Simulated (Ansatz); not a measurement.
**MgO: a single-point run**

The task is a single-point run on MgO. The structure is shown as the input types it.

The COD entry's cell or inner coordinates are ideal or old and differ from later refinements, so a difference from it is no clean test against experiment.

Program: Ansatz 0.2.0. Level of theory: density functional or hybrid calculation with the settings of its input, plane waves (as first typed). These are calculated values, not measurements.

**1. The system as given**

It takes space group Fm-3m (No. 225, cubic). The conventional cell has a = 4.204 Å, b = 4.204 Å, c = 4.204 Å, α = 90.00°, β = 90.00°, γ = 90.00°. Mg (site symmetry m-3m) is surrounded by 6 O at 2.10 Å. O (site symmetry m-3m) is surrounded by 6 Mg at 2.10 Å.

Coordinates:

```
Mg O
1.0
     0.00000    2.10217    2.10217
     2.10217    0.00000    2.10217
     2.10217    2.10217    0.00000
Mg O
1 1
Direct
  0.00000 0.00000 0.00000
  0.50000 0.50000 0.50000
```

**2. The run**

The input, input.yaml:

```yaml
crystal:
  lattice:
    - [0.0, 2.1021680256, 2.1021680256]
    - [2.1021680256, 0.0, 2.1021680256]
    - [2.1021680256, 2.1021680256, 0.0]
  atoms:
    - { symbol: Mg, position: [0.0, 0.0, 0.0] }
    - { symbol: O, position: [0.5, 0.5, 0.5] }
kpoints:
  mp_grid: { grid: [8, 8, 8] }
hamiltonian:
  xc: pbesol
scf:
  occupations: { method: cold, width: 4 }
  n_extra_bands: 4
output:
  forces: true
  stress: true
  eigenvalues: true
```

Started as:

```
$ ansatz run input.yaml --threads 4 --pin off --max-ram 3686MiB --backend cpu --events-out ev --progress --plain --runs-dir out
```

**Question.** How will this run end, and is anything wrong with its input?

The program finished normally. Convergence says nothing about whether the input makes sense.

In the input, scf.occupations.method is cold; scf.occupations.width is 4. A smearing this wide moves electrons out of filled levels into empty ones.

To check: delete scf.occupations.width (the default then holds) and set scf.occupations.method to fixed.
